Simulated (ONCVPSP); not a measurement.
# Erbium: generating and testing an ONCV potential

Task: generate the file, and judge it by its errors in other configurations, its logarithmic derivatives, its ghosts and its cutoff.

The numbers are computed with ONCVPSP 4.0.1.1 (patched build) (LDA (Perdew-Wang 92), scalar-relativistic, spin-unpolarised reference atom).

## 1. The atom and the settings

Typed settings, in words:

- element: erbium (Er, Z = 68)
- type: optimised norm-conserving Vanderbilt (ONCV)
- frozen core: [Kr] 4d10 5s2
- valence charge: 20
- reference configuration: 4f12 5p6 6s0.5 (charge +1.5)
- partial waves: 6s: rc 3.30 bohr, ncon 3, nbas 6, qcut 2.2 1/bohr, 1 projector; 5p: rc 1.65 bohr, ncon 4, nbas 8, qcut 4.7 1/bohr, 2 projectors, debl 1 Ha; d scattering state at 0.36 Ha: rc 3.20 bohr, ncon 4, nbas 7, qcut 3.4 1/bohr, 2 projectors, debl 1.8 Ha; 4f: rc 1.20 bohr, ncon 4, nbas 8, qcut 14.4 1/bohr, 2 projectors, debl 2.6 Ha
- local potential: polynomial inside 0.95 bohr (lpopt 5, dvloc0 0 Ha)
- core correction: Teter function, fcfact 3.5, rcfact 1.3

The nodes and maxima of the atom's own shells, from an earlier all-electron run, set the scale for the radii.

All-electron outer shells of the reference configuration (LDA (PZ), scalar-relativistic, ld1.x):

```tsv
shell	level (eV)	outermost node (bohr)	outermost maximum (bohr)
5p	-37.02	0.65	1.28
4f	-13.78	–	0.51
6s	-12.19	1.50	3.02
5d	-10.25	0.73	1.95
6p	-8.03	1.82	3.88
```

## 2. Generating the potential

File Er.dat:

```
# ATOM AND REFERENCE CONFIGURATION
# atsym  z   nc   nv     iexc    psfile
  Er 68.00   10    3  -001012      upf
#
#   n    l    f
    1    0    2.00
    2    0    2.00
    2    1    6.00
    3    0    2.00
    3    1    6.00
    3    2   10.00
    4    0    2.00
    4    1    6.00
    4    2   10.00
    5    0    2.00
    4    3   12.00
    5    1    6.00
    6    0    0.50
#
# PSEUDOPOTENTIAL AND OPTIMIZATION
# lmax
    3
#
#   l,   rc,      ep,       ncon, nbas, qcut
    0    3.30    0.00    3    6    2.20
    1    1.65    0.00    4    8    4.70
    2    3.20    0.36    4    7    3.40
    3    1.20    0.00    4    8   14.40
#
# LOCAL POTENTIAL
# lloc, lpopt,  rc(5),   dvloc0
    4    5    0.95    0.00
#
# VANDERBILT-KLEINMAN-BYLANDER PROJECTORs
# l, nproj, debl
    0    1    1.20
    1    2    1.00
    2    2    1.80
    3    2    2.60
#
# MODEL CORE CHARGE
# icmod, fcfact, rcfact
    3    3.50    1.30
#
# LOG DERIVATIVE ANALYSIS
# epsh1, epsh2, depsh
   -3.00    5.00    0.02
#
# OUTPUT GRID
# rlmax, drl
    6.00    0.01
#
# TEST CONFIGURATIONS
# ncnf
    4
# nvcnf
#   n    l    f
    3
    4    3   12.00
    5    1    6.00
    6    0    2.00
#
    3
    4    3   12.00
    5    1    6.00
    6    0    1.00
#
    3
    4    3   12.00
    5    1    6.00
    6    0    0.00
#
    4
    4    3   11.00
    5    1    6.00
    6    0    1.00
    5    2    1.00
#
```

The run is started by

```bash
$ oncvpsp.x < Er.dat > Er.out
```

Before running it: what results should come out? Wanted: cutoffs for 1 and 0.1 mHa per electron, occupied waves; bound ghosts; GHOST(+) flags; largest test error; largest phase difference near zero energy, channels read; rms error of d²Exc/dn², without and with the model core; projector energies reset by the program.

The runs gave:

```
                                                quantity                                     value
  cutoffs for 1 and 0.1 mHa per electron, occupied waves                           89 Ha and 97 Ha
                                            bound ghosts           s at -439.99 eV, s at -71.70 eV
                                          GHOST(+) flags                  p at 103 eV, d at 123 eV
                            largest test error (AE − PS)            -225 meV, for 4f11 5p6 5d1 6s1
largest phase difference near zero energy, channels read                                 0.032 rad
 rms error of d²Exc/dn², without and with the model core                         7.21 and 3.65 mHa
                 projector energies reset by the program  p: -1.361, 0.250 Ha; d: -0.377, 1.423 Ha
```

In words: A bound ghost (s) makes it unfit for use: electrons can fall into a state that the atom doesn't have. Close by lies the frozen 4s level (-435.4 eV). By total energies transferability is poor: the largest error is 225 meV on 0.1 eV, for 4f11 5p6 5d1 6s1. By its cutoff, 89 Ha for the looser tolerance, it is very hard. At the looser tolerance the 4f wave is the slowest; 5p needs 33 Ha. Of the channels read, s scatters worst near zero energy, by up to 0.03 rad. In the s channel the atom's pole at -2.29 Ha sits lower, at -2.62 Ha, in the pseudo curve. The program also flags highly localised states, GHOST(+) (p, d).
